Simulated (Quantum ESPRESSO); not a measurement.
BiS: zone-centre phonons under several settings

```
CELL_PARAMETERS angstrom
4.00294 0.00000 0.00000
0.00000 4.00294 0.00000
0.00000 0.00000 4.00294
ATOMIC_POSITIONS crystal
Bi 0.50000 0.50000 0.50000
S 0.00000 0.00000 0.00000
```

The cell was built by a generator and needn't be a form met in nature.

All runs used Quantum ESPRESSO 7.5; potentials GBRV 1.5 PBE; k mesh 7 × 7 × 7; relaxed cell; no spin polarisation; cutoff 612 eV; occupations cold, width 0.2 eV.

```csv
level,volume (Å³/atom),pressure (GPa),lowest optical mode without the field (cm⁻¹)
PBE,?,0.0,?
PBE+D2,23.09,0.0,81i
PBE+D3(BJ),22.21,0.0,26
rPW86PBE+rVV10,23.97,-0.1,56i
```

What stands in the row left open?

Volume 23.19 Å³/atom; lowest optical mode without the field 59i cm⁻¹.

Values marked i are imaginary: the cell is unstable against those modes at that level, or the meshes are too thin.

Caveats: the mesh is thin for the phonons of a metal; the volume moved by over 15 % at a fixed basis, so the end points are rough; some modes are imaginary (some runs); pairwise dispersion overbinds metals, which lowers pressure and volume (some runs); the potentials were made for another functional, which shifts forces and pressure (some runs).

For the row left open. Caveat: the mesh is thin for the phonons of a metal; some modes are imaginary; the volume moved by over 15 % at a fixed basis, so the end points are rough.
